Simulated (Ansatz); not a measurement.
# BZn: a search for lower mean-field states

Computed with the Ansatz DFT code, driven from Python.

Contents of `bzn.xyz`:
```text
2

Zn    0.00000    0.00000    0.00000
B     0.00000    0.00000    2.00500
```

Notebook, run cell by cell (the value of a cell's last expression is shown):

**Cell 1**
```python
import ansatz as az
import numpy as np
```

**Cell 2**
```python
BASIS = 'def2-SVP'
FUNCTIONAL = 'HF'
```

**Cell 3**
```python
molecule = az.Crystal.molecule_from_extxyz('bzn.xyz')
symbols = [site.symbol for site in molecule.cartesian_sites]
```

**Cell 4**
```python
start = np.array([site.position_ang for site in molecule.cartesian_sites])
for factor in [1.0, 1.25, 1.6]:
    xyz = (start - start.mean(axis=0)) * factor
    scaled = az.Crystal.molecule()
    for symbol, place in zip(symbols, xyz):
        scaled = scaled.atom(symbol, place.tolist())
    model = (
        scaled.calculation()
        .basis(gaussian=BASIS)
        .functional(FUNCTIONAL)
        .spin('collinear', total=1)
    )
    for search in ('off', 'standard'):
        try:
            report = model.scf(lower_state_search=search).run(threads=1, pin='off').report
        except az.AnsatzError as error:
            print(f'x{factor} search {search}: {type(error).__name__}')
            continue
        state = report['mean_field']['state']
        print(f'all distances x{factor}, search {search:8s} E = {report["free_energy_ev"]:.5f} eV  <S^2> = {abs(state["spin_squared"]):.3f}  other states met: {len(report["mean_field"]["others"])}')
```
Output:
```text
all distances x1.0, search off      E = -49036.51720 eV  <S^2> = 1.530  other states met: 0
all distances x1.0, search standard E = -49036.51720 eV  <S^2> = 1.530  other states met: 11
all distances x1.25, search off      E = -49036.62966 eV  <S^2> = 1.276  other states met: 0
all distances x1.25, search standard E = -49036.62966 eV  <S^2> = 1.276  other states met: 8
all distances x1.6, search off      E = -49036.57193 eV  <S^2> = 0.761  other states met: 0
all distances x1.6, search standard E = -49036.57193 eV  <S^2> = 0.761  other states met: 5
```

Reading the output:
- Total energies depend on the basis set; only differences at equal settings carry meaning.
- The count of other states can hold repeated and symmetry-equivalent ends of the search; scaling all distances is a test, and for more than two atoms no physical path.
- The run takes the species as open-shell (spin multiplicity 2), which needn't be its ground state.
- The expectation value of S² is noticeably off S(S+1) in at least one run, so that state is spin-contaminated.
- The spin state was assumed, and another may lie lower.
- Hardware and time: 7.2 s on 1 thread of Arm Neoverse V1, on a shared host, peak memory 0.17 GiB.
